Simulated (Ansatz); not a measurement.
# MnPt2 (P-3m1) in Ansatz: elastic constants with PBE

Aim: the elastic constants of MnPt2 with PBE.

All numbers are computed with Ansatz 0.2.0; they aren't measurements. Logs are shortened: lines on timing, memory, paths and dates and some standing lists are left out, and cuts for length are marked.

### 1 Starting point

The structure is trigonal, space group P-3m1 (No. 164). The conventional cell has a = 2.858 Å, b = 2.858 Å, c = 6.533 Å, α = 90.00°, β = 90.00°, γ = 120.00°. Pt (site symmetry 3m) is surrounded by 3 Mn at 2.64 Å and 9 Pt at 2.86 to 2.91 Å. Around Mn (site symmetry -3m) lie 6 Pt at 2.64 Å and 6 Mn at 2.86 Å.

The cell comes from a database or a generator and needn't be the stable form of this composition.

### 2 Elastic constants, PBE, collinear spin, ferromagnetic start

The input, input.yaml:

```yaml
crystal:
  lattice:
    - [2.8584044518, 0.0, 0.0]
    - [-1.4292022259, 2.4754508696, 0.0]
    - [0.0, 0.0, 6.532504]
  atoms:
    - { symbol: Pt, position: [0.6666666667, 0.3333333333, 0.316206] }
    - { symbol: Pt, position: [0.3333333333, 0.6666666667, 0.683794] }
    - { symbol: Mn, position: [0.0, 0.0, 0.0], spin: 4.0 }
hamiltonian:
  xc: pbe
  pseudopotentials: { kind: paw }
magnetization:
  spin_polarized: true
kpoints:
  mp_grid: { grid: [8, 8, 3] }
scf:
  occupations: { method: fermi_dirac, width: 0.05 }
output:
  forces: true
  stress: true
elastic:
  mode: clamped_ion
  stencil: two_point
```

Potentials or basis: Ansatz PAW.

Command:

```sh
ansatz run input.yaml --threads 2 --pin off --max-ram 5632MiB --backend cpu --events-out ev --progress --plain --runs-dir out
```

Output:

```text
Warning: RAYON_NUM_THREADS=2 ignored (pool sized by the plan → 2); use --threads N
Engine: ansatz 0.2.0, aarch64-unknown-linux-gnu
Pseudopotentials: kind: paw
Pseudopotential: Pt, paw, valence charge 18, recommended cutoff 420 eV (normal), Pt.paw.azcp
Pseudopotential: Mn, paw, valence charge 15, recommended cutoff 420 eV (normal), Mn.paw.azcp
Functional definition: PBE
  parameter kappa = 0.804
  parameter beta = 0.06672455060314922
  exchange = pbe_x(kappa = kappa, mu = beta*pi^2/3)
  correlation = pbe_c(beta = beta)
Crystal: 3 atoms, lattice volume = 46.223 Å³
Basis set: ecut = 420 eV, 897 PW (Γ), exchange–correlation on 40×40×90 points (8 copies of the dense FFT grid, shifted against one another)
Bands: 33, of which v1, the nominal top of the filled ones, is band 26 counted from 1 (25 counted from 0)
Symmetry: 12 space group operations
Space group: P-3m1 (ITA 164), of the structure as read, at distance tolerance 3.6e-5 Å
Magnetic group: BNS 164.85 (UNI 1315), of the structure as read, at distance tolerance 3.6e-5 Å
k-points: 25 of 192
Non-local potential: Pt, projectors of the file, l = 0: 3, l = 1: 2, l = 2: 2, l = 3: 1
Non-local potential: Mn, projectors of the file, l = 0: 3, l = 1: 2, l = 2: 3, l = 3: 1
PAW form: soft (Blöchl's): semilocal exchange-correlation on the pseudo side does not see the compensation charge
PAW one-centre angular grid: Pt, 590 points (default); XC on 64 Gauss nodes
PAW one-centre angular grid: Mn, 590 points (default); XC on 64 Gauss nodes
Initial density: superposition of atomic densities (chi_scale 0.1, normalization cell, long waves kept (reshape's long-wave potential 0.20 eV rms))
Starting moments: Σ|m| = 4 μB on 1 of 3 sites
Initial wavefunctions: pseudopotential atomic-orbital guess
Functional: x = pbe(κ = 0.804, μ = 0.2195149727645171), c = pbe(β = 0.06672455060314922)
SCF 1 converged in 14 iterations: F = -28945.446960 eV  dr2 = 3.48e-9
a single point of the input's cell can leave the moments in the input for a lower state (scf.lower_state_search): this run first made a single point of its cell. This run's own SCFs start from the density of the state that the single point found, with the moments in the input. The single point stayed on the moments in the input.
Initial density: read from a saved state, or passed on in memory by an earlier SCF of this step, an earlier step, the calling program or the single point that the run made first
Stability of the state it starts from, as read at its close in the collinear treatment: not read negative (Ritz values of 1 − χ₀K, real part plus size of imaginary part, from 0.87 to 1.0, by its mixing steps under the symmetry group of the SCF that read it); its run was given moments
Starting moments: Σ|m| = 4 μB on 1 of 3 sites; this step starts from the density that it was given
iter 1 solved again at ethr=1.22e-8 eV; its pass at ethr=3.10e-3 eV (dr2=6.20e-6 eV) is discarded
SCF iter   1: F=—  HF=-28945.446950 eV  |F-HF|=—  |Δ(HF+E_count)|=         —  Δρ=7.99e-7 (↑7.99e-7 ↓7.46e-7)  dr2=6.89e-10  dr2_m=1.02e-10  M=4.443 μB ∫|m|=4.552 μB  β_m=0.65  ethr=1.22e-8  ⟨swp⟩=3.3  Hψ=10583  notcnv=0
preconditioner: auto → none  [metal: Δε(μ)=0.047 eV  Ē_g=8.152 eV  σ=0.050 eV  W_gap=0.22  n_scr=4 (ndim 8)  ℏωp=28.4 eV  f_vac=0.000  D(μ)=2.48/eV (n_scr^D=24)]
SCF iter   2: F=—  HF=-28945.446960 eV  |F-HF|=—  |Δ(HF+E_count)|=   9.23e-6  Δρ=1.35e-6 (↑1.35e-6 ↓5.39e-7)  dr2=3.27e-9  dr2_m=1.30e-10  M=4.443 μB ∫|m|=4.552 μB  β_m=0.30  ethr=1.35e-12  ⟨swp⟩=3.0  Hψ=3970  notcnv=0
SCF iter   3: F=—  HF=-28945.446960 eV  |F-HF|=—  |Δ(HF+E_count)|=  5.46e-10  Δρ=2.46e-7 (↑2.29e-7 ↓2.46e-7)  dr2=5.58e-11  dr2_m=1.08e-11  M=4.443 μB ∫|m|=4.552 μB  β_m=0.34  ethr=1.35e-12  ⟨swp⟩=2.0  Hψ=2614  notcnv=0
SCF iter   4: F=—  HF=-28945.446960 eV  |F-HF|=—  |Δ(HF+E_count)|=  1.46e-11  Δρ=1.40e-7 (↑1.23e-7 ↓1.40e-7)  dr2=1.22e-11  dr2_m=3.83e-12  M=4.443 μB ∫|m|=4.552 μB  β_m=0.49  ethr=1.09e-13 (applied; sched 1.00e-12)  ⟨swp⟩=2.3  Hψ=2202  notcnv=0
SCF iter   5: F=—  HF=-28945.446960 eV  |F-HF|=—  |Δ(HF+E_count)|=    0.00e0  Δρ=5.49e-8 (↑3.96e-8 ↓5.49e-8)  dr2=1.35e-12  dr2_m=5.69e-13  M=4.443 μB ∫|m|=4.552 μB  β_m=0.56  ethr=2.40e-14 (applied; sched 1.00e-12)  ⟨swp⟩=2.1  Hψ=2355  notcnv=0
SCF iter   6: F=—  HF=-28945.446960 eV  |F-HF|=—  |Δ(HF+E_count)|=  2.18e-11  Δρ=1.08e-8 (↑1.08e-8 ↓1.07e-8)  dr2=7.62e-14  dr2_m=3.22e-14  M=4.443 μB ∫|m|=4.552 μB  β_m=0.70  ethr=2.65e-15 (applied; sched 1.00e-12)  ⟨swp⟩=2.0  Hψ=2339  notcnv=0
SCF iter   7: F=—  HF=-28945.446960 eV  |F-HF|=—  |Δ(HF+E_count)|=  7.28e-12  Δρ=9.75e-9 (↑9.75e-9 ↓4.79e-9)  dr2=6.13e-14  dr2_m=1.66e-14  M=4.443 μB ∫|m|=4.552 μB  β_m=0.60  ethr=1.96e-16 (applied; sched 1.00e-12)  ⟨swp⟩=2.0  Hψ=2340  notcnv=0
SCF iter   8: F=—  HF=-28945.446960 eV  |F-HF|=—  |Δ(HF+E_count)|=  2.18e-11  Δρ=2.96e-9 (↑2.96e-9 ↓2.20e-9)  dr2=5.41e-15  dr2_m=1.64e-15  M=4.443 μB ∫|m|=4.552 μB  β_m=0.79  ethr=1.96e-16 (applied; sched 1.00e-12)  ⟨swp⟩=2.0  Hψ=2184  notcnv=0
SCF iter   9: F=-28945.446960 eV  HF=-28945.446960 eV  |F-HF|=1.09e-11  |Δ(HF+E_count)|=  2.91e-11  Δρ=4.99e-9 (↑3.01e-9 ↓4.99e-9)  dr2=6.37e-14  dr2_m=1.78e-15  M=4.443 μB ∫|m|=4.552 μB  ethr=1.00e-12  ⟨swp⟩=1.9  Hψ=4395  notcnv=0
SCF 2 converged in 9 iterations: F = -28945.446960 eV  dr2 = 6.37e-14
Crystal: 3 atoms, lattice volume = 46.131 Å³
Symmetry: 4 space group operations
k-points: 57 of 192
[... 86 lines left out ...]
SCF iter   8: F=-28945.446932 eV  HF=-28945.446932 eV  |F-HF|=7.28e-12  |Δ(HF+E_count)|=  7.28e-12  Δρ=2.89e-9 (↑2.89e-9 ↓2.73e-9)  dr2=1.50e-14  dr2_m=3.07e-16  M=4.443 μB ∫|m|=4.552 μB  ethr=1.00e-12  ⟨swp⟩=3.0  Hψ=10012  notcnv=0
SCF 8 converged in 8 iterations: F = -28945.446932 eV  dr2 = 1.50e-14
SCF converged after 9 iterations
Magnetization: 4.4434 μB (27.7217 up, 23.2783 down)
Absolute magnetization: 4.5536 μB (∫|ρ↑−ρ↓|, with the PAW one-centre terms)
Spin contamination: 0.1002 ħ² per cell (⟨S²⟩ above its minimum at these occupations)
Per-site moments (μB) at R_I (Å): [(0.2803227502702286, 1.0906132915724027), (0.28032275027022874, 1.0906132915724025), (3.717337348951157, 1.0906132915724025)]
Free energy (F): -28945.446960 eV
Harris-Foulkes:  -28945.446960 eV  (|F-HF|=1.09e-11)
Internal energy: -28945.426440 eV  (E = F + TS)
E sigma→0 (E₀):  -28945.436700 eV
Entropy (-TS):   -0.020520 eV (-6.840 meV/atom)
Fermi energy:    19.683240 eV
--- Per-component energies (eV) ---
  E_band       = -548.105099
  E_kinetic    = 1575.271406
  E_local      = -4985.074912  (includes V_loc(G=0)·N_el)
  E_nonlocal   = 646.771453
  E_hartree    = 1922.323316
  E_xc         = -635.910357
  E_vxc        = -749.332889  (∫ρ·V_xc dr)
  E_paw        = -20211.263339  (= ΣΔE_a)
  E_vpaw       = -880.387172  (= ΣTr[D̂ρ^β])
  E_aug_tail   = 0.000382  (compensation charges beyond the density's cutoff)
  E_ewald      = -7257.544389
  E_smearing   = -0.020520  (= −TS)
  E_closure    = -0.000000  (closes the sum)
  Σ components = -28945.446960   (vs F -28945.446960, Δ=0.00e0)
--- Forces (eV/Å), atoms counted from 1 ---
  atom   1  Pt     0.00000000     0.00000000    -0.00324982
  atom   2  Pt     0.00000000    -0.00000000     0.00324982
  atom   3  Mn    -0.00000000     0.00000000     0.00000000
  max |Σ_I F_I| component: 9.25e-18 eV/Å
--- Stress (GPa, compression-positive) ---
       -0.735230       0.000000       0.000000
        0.000000      -0.735230      -0.000000
        0.000000      -0.000000      -1.061807
  P = ⅓ Tr σ = -0.8441 GPa (-8.441 kbar)
--- Band table (eV; the first three rows and the last of 50) ---
  k-point 0 ↑: bands = ["-78.6203", "-78.6124", "-61.3736", "-32.9726", "-32.8440", "-32.7148", "-32.7148", "-32.6962", "-32.6962", "-30.0708", "-30.0708", "-30.0595", "10.4390", "12.7856", "13.8655", "16.1453", "16.1453", "16.4214", "16.4214", "16.5647", "16.6864", "16.6864", "17.1188", "17.5182", "18.1283", "18.1283", "18.6735", "18.6735", "18.8980", "18.8980", "29.7965", "30.8207", "34.7405"]
  k-point 1 ↑: bands = ["-78.6203", "-78.6124", "-61.3736", "-32.9795", "-32.8367", "-32.7151", "-32.7151", "-32.6959", "-32.6959", "-30.0708", "-30.0708", "-30.0600", "10.8999", "12.1343", "13.6567", "15.8707", "16.1668", "16.1668", "16.4466", "16.4466", "16.8118", "16.8118", "17.1531", "17.9875", "17.9875", "18.0852", "18.0852", "19.3912", "19.4847", "19.4847", "26.5430", "33.9241", "34.1699"]
  k-point 2 ↑: bands = ["-78.6180", "-78.6106", "-61.3712", "-32.9647", "-32.8457", "-32.7503", "-32.7334", "-32.7255", "-32.7046", "-30.0896", "-30.0755", "-30.0579", "10.9268", "13.2585", "14.1816", "15.9516", "16.0505", "16.1893", "16.3447", "16.5143", "16.5854", "16.7510", "16.8874", "17.2926", "18.0155", "18.1128", "18.3313", "19.2252", "19.2589", "19.9522", "30.0185", "31.0722", "34.0968"]
  k-point 24 ↓: bands = ["-78.4300", "-78.4289", "-57.2684", "-32.7357", "-32.7244", "-32.6729", "-32.6548", "-32.6213", "-32.6166", "-26.1483", "-26.1086", "-26.1055", "14.7761", "14.9222", "15.3086", "15.6909", "15.7376", "16.1354", "16.5082", "17.3664", "17.6034", "18.0419", "20.3034", "20.7744", "20.9258", "21.1486", "22.0807", "23.7266", "24.1392", "25.1493", "25.6323", "26.7830", "28.4741"]
--- Elastic constants: 3 strain directions × 2 members + reference (group order 12) ---
  dense FFT box of the reference and of every strained cell: 20×20×45
  strains applied: 11, 33, 23; error gains: componentwise 1.00 (the most a stress slope's error grows in a printed constant), spectral 1.41 (1 for all six strains in a standard setting)
  C = ∂σ_k/∂η_j (tension-positive GPa; Voigt order 11 22 33 23 13 12):
       255.671    103.283    131.236     24.236      0.000      0.000
       103.283    255.671    131.236    -24.236      0.000      0.000
       130.872    130.872    322.112     -0.000      0.000      0.000
        24.240    -24.240     -0.000     58.027      0.000     -0.000
         0.000     -0.000     -0.000      0.000     58.027     24.240
         0.000      0.000      0.000      0.000     24.236     76.194
  reference stress σ⁰ (GPa):      0.735      0.735      1.062      0.000     -0.000     -0.000
  C* (energy form; C + prestress term) asymmetry max|C*_kj − C*_jk| = 3.725e-2 GPa — a small one proves nothing (zero by symmetry where the batch's group is 432, −43m or m−3m); a large one is finite-difference/SCF noise where every solve meets its electron count
  moduli (Voigt/Reuss/Hill, GPa): K = 173.80/169.69/171.74   G = 69.65/60.35/65.00   E = 173.16   ν = 0.332
  mechanically stable: yes (min eigenvalue of sym C = 41.23 GPa)
  strain η (Voigt 11):  stress-route row diagonal C_11 = 255.67 GPa, energy-path curvature d²(F+E_count+ΔE)/dδ²/Ω₀ = 255.37 GPa
         δ    σ_11 (GPa)             F (eV)   n_scf  n_hpsi   n_pw
    -2.000e-3       0.2192      -28945.4472325      12   65928    916
     2.000e-3       1.2419      -28945.4463961       9   66341    916
  strain η (Voigt 33):  stress-route row diagonal C_33 = 322.11 GPa, energy-path curvature d²(F+E_count+ΔE)/dδ²/Ω₀ = 322.24 GPa
         δ    σ_33 (GPa)             F (eV)   n_scf  n_hpsi   n_pw
    -2.000e-3       0.4118      -28945.4473808      12   30725    916
     2.000e-3       1.7002      -28945.4461616      10   30366    916
  strain η (Voigt 23):  stress-route row diagonal C_44 = 58.03 GPa, energy-path curvature d²(F+E_count+ΔE)/dδ²/Ω₀ = 57.60 GPa
         δ    σ_23 (GPa)             F (eV)   n_scf  n_hpsi   n_pw
    -2.000e-3      -0.1153      -28945.4469320      10   67355    916
     2.000e-3       0.1168      -28945.4469317       8   54594    916
```

Run time: 30 s. Hardware: 2 threads of Arm Neoverse V1, shared host; peak memory 0.46 GiB.

What came out:

* Free energy: -28945.4470 eV
* Pressure: -0.8 GPa
* Largest force: 0.003 eV/Å
* Band gap on the k mesh: none (metal or under the smearing width)
* Net moment: 4.44 μB per cell
* Absolute moment: 4.55 μB per cell
* Site moments: Pt +0.28; Mn +3.72 μB
* Voigt bulk modulus: 174 GPa

Forces on the atoms (eV/Å):
```
Pt   0.000  0.000 -0.003
Pt   0.000  0.000  0.003
Mn   0.000  0.000  0.000
```

Elastic tensor in Voigt notation (GPa, ions clamped, in the Cartesian axes of the cell as first typed):
```
256 103 131  24   0   0
103 256 131 -24   0   0
131 131 322   0   0   0
 24 -24   0  58   0   0
  0   0   0   0  58  24
  0   0   0   0  24  76
```

Caveat: elastic constants of metals need much finer meshes, so these are rough. Spin-orbit coupling is left out, which matters for the levels of Pt.
